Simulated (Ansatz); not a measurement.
Predict the output of the script below (Ansatz 0.2.0, Python API).

Script `run_adiabatic.py`:
```python
'''Vertical and adiabatic ionisation of CH4BrSi.'''

import itertools

import ansatz as az
from ase import Atoms
from ase.data import atomic_numbers, covalent_radii
import numpy as np

config = {
    'basis_set': 'def2-SVP',
    'functional': 'cam_b3lyp',
    'net_charge': 1,
}

atoms = Atoms(['C', 'Si', 'Br', 'H', 'H', 'H', 'H'], positions=[
    (-0.6039, 0.3772, -0.318),
    (1.0085, -0.3455, -0.1195),
    (0.7372, -2.3632, 0.7414),
    (-0.4976, 1.4379, -0.7589),
    (-1.174, 0.503, 0.6096),
    (-1.2823, -0.1547, -1.002),
    (1.8735, 0.4773, 0.8018),
])
ch4brsi = az.Crystal.molecule_from_ase(atoms)

setup = (
    ch4brsi.calculation()
    .basis(gaussian=config['basis_set'])
    .functional(config['functional'])
    .spin('collinear', total=1)
    .accuracy('medium')
    .scf(lower_state_search='standard')
)
symbols = [site.symbol for site in ch4brsi.cartesian_sites]
start = np.array([site.position_ang for site in ch4brsi.cartesian_sites], dtype=float)
data = setup.relax(force_tolerance=0.01).run(threads=1).report
end = np.array(data['positions_ang'])

minimum = az.Crystal.molecule()
for symbol, place in zip(symbols, end):
    minimum = minimum.atom(symbol, place.tolist())
ion = minimum.calculation()
ion = ion.basis(gaussian=config['basis_set'])
ion = ion.functional(config['functional'])
ion = ion.accuracy('medium').scf(lower_state_search='standard')
ion = ion.charge(config['net_charge'])
vertical = ion.run(threads=1).report
settled = ion.relax(force_tolerance=0.01, max_steps=80).run(threads=1).report
print(f'vertical ionisation energy   {vertical["free_energy_ev"] - data["free_energy_ev"]:.3f} eV')
print(f'adiabatic, no zero point     {settled["free_energy_ev"] - data["free_energy_ev"]:.3f} eV')
print(f'relaxation energy of the ion {vertical["free_energy_ev"] - settled["free_energy_ev"]:.3f} eV')
ionised = np.array(settled['positions_ang'])
# pairs closer than 1.2 times the sum of covalent radii, before or after
radius = [covalent_radii[atomic_numbers[s]] for s in symbols]
span = lambda where, i, j: np.linalg.norm(where[i] - where[j])
bonded = [(i, j) for i, j in itertools.combinations(range(len(symbols)), 2) if min(span(end, i, j), span(ionised, i, j)) < 1.2 * (radius[i] + radius[j])]
print('pair        before    after (A)')
for i, j in bonded:
    print(f'{symbols[i]}{i}-{symbols[j]}{j}'.ljust(10), f'{span(end, i, j):8.4f} {span(ionised, i, j):8.4f}')
```

```console
$ python run_adiabatic.py
vertical ionisation energy   8.309 eV
adiabatic, no zero point     7.274 eV
relaxation energy of the ion 1.035 eV
pair        before    after (A)
C0-Si1       1.8765   1.8172
C0-H3        1.1008   1.1056
C0-H4        1.1017   1.1057
C0-H5        1.0992   1.0986
Si1-Br2      2.2396   2.1200
Si1-H6       1.4935   1.4735
```

Notes:
- These settings explore the input space; basis and method may be short of convergence.
- The energies are electronic: no zero-point or thermal terms, and the basis set is short of its limit. The product may relax into another structure. The relaxation finds the nearest minimum, so the adiabatic value is an upper bound.
- The species is open-shell (spin multiplicity 2).
- Only the spin states typed were run; another state of an ion can lie lower, by up to an eV or two.
- Wall time of the script: 90 s on 1 thread of Arm Neoverse V2, with other jobs on the host, peak memory 0.35 GiB.
